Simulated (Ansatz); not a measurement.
The system is ZnH.

```
Zn H
1.0
     0.00000    2.21594    2.21594
     2.21594    0.00000    2.21594
     2.21594    2.21594    0.00000
Zn H
1 1
Direct
  0.00000 0.00000 0.00000
  0.25000 0.25000 0.25000
```

The cell was built by a generator and needn't be a form met in nature.

Base run:

```yaml
Program: Ansatz 0.2.0
Functional: PBEsol
Potentials_or_basis: Ansatz PAW
Cutoff: 420 eV
Density_cutoff: 1680 eV
k_mesh: 10 × 10 × 10
Occupations: fermi-dirac, width 0.05 eV
Spin: no spin polarisation
```

Its results: band gap on the k mesh none (metal or under the smearing width); pressure -3.3 GPa.

Q: The run is repeated on the same cell with these changes: functional from PBEsol to BLYP. What comes out?

A: Band gap on the k mesh none (metal or under the smearing width); pressure 5.2 GPa.

BLYP binds less tightly than PBEsol, so the same cell stands under more pressure.

Caveats: the PAW data sets come from PBE, with cores solved anew for the run's functional, which leaves a small shift of forces and pressure; the potentials were made for another functional, which shifts forces and pressure (some runs).

Not every run made on this cell is shown here.
